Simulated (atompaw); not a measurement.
**Pseudopotential generation for lanthanum: PAW (atompaw), PBE**

Do these settings give a usable potential? It is generated, then checked for scattering, ghosts and hardness.

Method: atompaw 4.2.0.5, PBE, scalar-relativistic.

## Step 1: Starting point

The settings as typed:

```
element                 : lanthanum (La, Z = 57)
type                    : PAW
frozen core             : [Kr] 4d10
valence charge          : 11
reference configuration : 4f0 5s2 5p6 5d0 6s0 6p0 (charge +3)
partial waves           : 5s (bound): rc 2.40 bohr; 6s (bound, empty): rc 2.10 bohr; 5p (bound): rc 3.00 bohr; 6p (bound, empty): rc 3.00 bohr; 5d (bound, empty): rc 3.00 bohr; 5d channel at -1.2 Ry: rc 3.00 bohr; 4f (bound, empty): rc 1.45 bohr; 4f channel at -0.95 Ry: rc 1.45 bohr
local potential         : troulliermartins scheme with l = 4 at 0.5 Ry, radius 2.55 bohr
core correction         : smooth core density matched at 2.35 bohr
augmentation charge     : besselshape compensation charge, radius 2.40 bohr; PAW radius 3.00 bohr; waves and projectors: custom polynom2 7 10 vanderbiltortho
```

An earlier all-electron run gives the scale for the radii.

All-electron outer shells of the reference configuration (PBE, scalar-relativistic, ld1.x):

```
shell  level (eV)  outermost node (bohr)  outermost maximum (bohr)
   4p     -223.32                   0.34                      0.63
   4d     -127.14                   0.32                      0.68
   5s      -61.67                   0.77                      1.41
   5p      -44.74                   0.83                      1.58
   4f      -27.31                      –                      0.74
   5d      -23.35                   0.94                      2.05
   6s      -20.32                   1.80                      3.22
   6p      -15.86                   2.07                      3.74
```

## Step 2: The generation run

Contents of La.input:

```
La 57
GGA-PBE scalarrelativistic loggrid 2001 logderivrange -7 5 301
6 6 5 4 0 0
6 0 0
6 1 0
5 2 0
4 3 0
0 0 0
c
c
c
c
v
v
c
c
c
v
v
c
c
v
v
3
3.00 2.40 2.55 2.35
n
n
y
-1.2
n
y
-0.95
n
custom polynom2 7 10 vanderbiltortho besselshape
4 0.5 troulliermartins
2.40
2.10
3.00
3.00
3.00
3.00
1.45
1.45
PWSCFOUT
UPFDX 0.0125d0 UPFXMIN -7.d0 UPFZMESH 57.d0
END
```

On the command line:

```sh
$ atompaw < La.input > La.log
```

Q: Predict the outcome of this session. Wanted: cutoffs for 10 and 1 mRy, occupied levels; bound ghosts; largest phase difference near zero energy, channels read; lowest eigenvalue of the overlap; share of valence orbitals outside the PAW sphere; UPF file.

The runs gave:

```
                                                quantity                                              value
               cutoffs for 10 and 1 mRy, occupied levels                                    18 Ry and 45 Ry
                                            bound ghosts                                     s at -53.76 eV
largest phase difference near zero energy, channels read                                          0.073 rad
         lowest eigenvalue of the overlap (Bessel basis)                                          0.291 (s)
        share of valence orbitals outside the PAW sphere  5s 1 %, 6s 67 %, 5p 3 %, 6p 82 %, 5d 22 %, 4f 1 %
                                                UPF file                                            written
```

**Reading.** A bound ghost (s) makes it unfit for use: electrons can fall into a state that the atom doesn't have. It counts as soft on the atom at that tolerance, with 18 Ry needed at the looser tolerance. The slowest occupied level is 5p: taken alone it needs 21 Ry to come within 1 mRy, against 15 Ry for 5s. That counts occupied waves only; other projectors can need more. Of the channels read, p scatters worst near zero energy, by up to 0.07 rad. The pseudo curves have poles with no partner nearby in the atom's: s at -3.95 Ry, p at 1.35 Ry. At positive energy that is a spurious or a displaced resonance.
